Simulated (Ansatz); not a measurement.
# AsH5Si: the cost of one run

All numbers below are computed with Ansatz 0.2.0 (RKS B3LYP-D4/def2-SVP).

## 1. The system as given

Bond lengths: Si1–As2 2.291 Å, Si1–H3 1.533 Å, Si1–H4 1.433 Å, Si1–H5 1.519 Å, As2–H6 1.580 Å, As2–H7 1.583 Å. Angles: Si1–As2–H6 93.7°, Si1–As2–H7 92.4°, H6–As2–H7 92.7°, As2–Si1–H3 110.0°, As2–Si1–H4 110.5°, As2–Si1–H5 109.5°, H3–Si1–H4 112.8°, H3–Si1–H5 104.9°, H4–Si1–H5 108.9°.

Structure file:

```xyz
7

Si   -0.5515   -0.5419   -0.3710
As    0.9199    0.2089    1.2170
H    -1.9721   -0.5771    0.2045
H    -0.1296   -1.8109   -0.8869
H    -0.6176    0.4555   -1.5144
H     0.3749    1.6912    1.1689
H     2.0372    0.5064    0.1362
```

## 2. Relaxing the start

Contents of input.yaml:

```yaml
crystal:
  periodic: [false, false, false]
  atoms:
    - { symbol: Si, position_ang: [-0.5515, -0.5419, -0.371] }
    - { symbol: As, position_ang: [0.9199, 0.2089, 1.217] }
    - { symbol: H, position_ang: [-1.9721, -0.5771, 0.2045] }
    - { symbol: H, position_ang: [-0.1296, -1.8109, -0.8869] }
    - { symbol: H, position_ang: [-0.6176, 0.4555, -1.5144] }
    - { symbol: H, position_ang: [0.3749, 1.6912, 1.1689] }
    - { symbol: H, position_ang: [2.0372, 0.5064, 0.1362] }
basis:
  gaussian: { orbitals: def2-SVP }
hamiltonian:
  xc: b3lyp
  dispersion: d4
relax:
  f_tol: 0.02
  max_steps: 40
output:
  orbitals: {}
```

Command:

```
$ ansatz run input.yaml --threads 1 --pin off --max-ram 2048MiB --backend cpu --events-out ev --progress --plain --runs-dir out
```

What time and memory should one allow on 1 thread of Arm Neoverse V1, shared host?

About 11 s, with a peak of 0.14 GiB.
